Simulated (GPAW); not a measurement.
A calculation with GPAW 26.7.0 of TaTe (cli, structure from a POSCAR):

Contents of POSCAR:

```
TaTe
1.0
    3.4200900000      0.0000000000      0.0000000000
    0.0000000000      3.4200900000      0.0000000000
    0.0000000000      0.0000000000      3.4200900000
Ta Te
1 1
Direct
    0.5000000000      0.5000000000      0.5000000000
    0.0000000000      0.0000000000      0.0000000000
```

Potentials or basis: GPAW PAW data sets (gpaw-data 1.2.1), pw.

Run with:

```console
$ OMP_NUM_THREADS=1 gpaw run POSCAR -p 'mode=PW(600),xc=PBE,kpts={size:(8,8,8),gamma:True},occupations={name:fermi-dirac,width:0.05},nbands=20,convergence={density:1e-05,energy:1e-05},maxiter=150,txt=gpaw.txt' --properties efs -w gs.gpw
```

The cell was built by a generator and needn't be a form met in nature.

**Question.** Write the same calculation in another form: ASE script, structure typed inline.

**Answer.** As run:

run.py

```python
from ase import Atoms
from ase.dft.bandgap import bandgap
from ase.io import write
from ase.units import GPa
from gpaw import GPAW, PW

atoms = Atoms(['Ta', 'Te'],
              cell=[[3.42009, 0.0, 0.0],
                    [0.0, 3.42009, 0.0],
                    [0.0, 0.0, 3.42009]],
              scaled_positions=[[0.5, 0.5, 0.5],
                                [0.0, 0.0, 0.0]],
              pbc=True)

calc = GPAW(mode=PW(600),
            xc='PBE',
            kpts={'size': (8, 8, 8), 'gamma': True},
            occupations={'name': 'fermi-dirac', 'width': 0.05},
            nbands=20,
            convergence={'density': 1e-05, 'energy': 1e-05},
            maxiter=150,
            txt='gpaw.txt')
atoms.calc = calc
energy = atoms.get_potential_energy()
forces = atoms.get_forces()
stress = atoms.get_stress()
calc.write('gs.gpw')
write('result.traj', atoms)
print(f'Energy: {energy:.6f} eV')
print('Forces (eV/A):')
print(forces.round(4))
print('Stress (GPa):', (stress / GPa).round(3))
print('Fermi level:', round(calc.get_fermi_level(), 4), 'eV')
print(f'Gap: {bandgap(calc)[0]:.4f} eV, direct: {bandgap(calc, direct=True)[0]:.4f} eV')
```

Potentials or basis: GPAW PAW data sets (gpaw-data 1.2.1), pw.

The run is started by

```console
$ OMP_NUM_THREADS=1 python run.py
```

Both were run:

|  | cli, structure from a POSCAR | ASE script, structure typed inline |
| --- | --- | --- |
| Pressure | -0.5 GPa | -0.5 GPa |
| Band gap on the k mesh | none (metal or under the smearing width) | none (metal or under the smearing width) |

Keys that steer only the numerical path or the files written may differ.
